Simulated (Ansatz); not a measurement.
# F2H2O2Zr: the cost of one run

All numbers below are computed with Ansatz 0.2.0 (RKS PBE/def2-SVP).

## (1) The starting structure

Bond lengths: Zr1–F2 1.980 Å, Zr1–O3 2.070 Å, O3–H4 1.010 Å, Zr1–F5 1.979 Å, Zr1–O6 2.069 Å, O6–H7 1.010 Å. Angles: F2–Zr1–O3 109.4°, F2–Zr1–F5 109.5°, F2–Zr1–O6 109.5°, O3–Zr1–F5 109.5°, O3–Zr1–O6 109.5°, F5–Zr1–O6 109.5°, Zr1–O3–H4 109.5°, Zr1–O6–H7 109.5°.

Coordinates:

```xyz
7

Zr    0.0000    0.0000    0.0000
F     0.0000    0.0000    1.9800
O     1.9520    0.0000   -0.6893
H     2.2684   -0.9521   -0.8060
F    -0.9326    1.6157   -0.6593
O    -0.9750   -1.6891   -0.6893
H    -1.4296   -2.1548    0.0831
```

## (2) Preparing the start

input.yaml

```yaml
crystal:
  periodic: [false, false, false]
  atoms:
    - { symbol: Zr, position_ang: [0.0, 0.0, 0.0] }
    - { symbol: F, position_ang: [0.0, 0.0, 1.98] }
    - { symbol: O, position_ang: [1.952, 0.0, -0.6893] }
    - { symbol: H, position_ang: [2.2684, -0.9521, -0.806] }
    - { symbol: F, position_ang: [-0.9326, 1.6157, -0.6593] }
    - { symbol: O, position_ang: [-0.975, -1.6891, -0.6893] }
    - { symbol: H, position_ang: [-1.4296, -2.1548, 0.0831] }
basis:
  gaussian: { orbitals: def2-SVP }
hamiltonian:
  xc: pbe
relax:
  f_tol: 0.02
  max_steps: 40
```

The run is started by

```bash
$ ansatz run input.yaml --threads 2 --pin off --max-ram 3072MiB --backend cpu --events-out ev --progress --plain --runs-dir out
```

Q: Estimate wall time and peak memory on 2 threads of Arm Neoverse V1, shared host.

About 14 s, with a peak of 0.13 GiB.
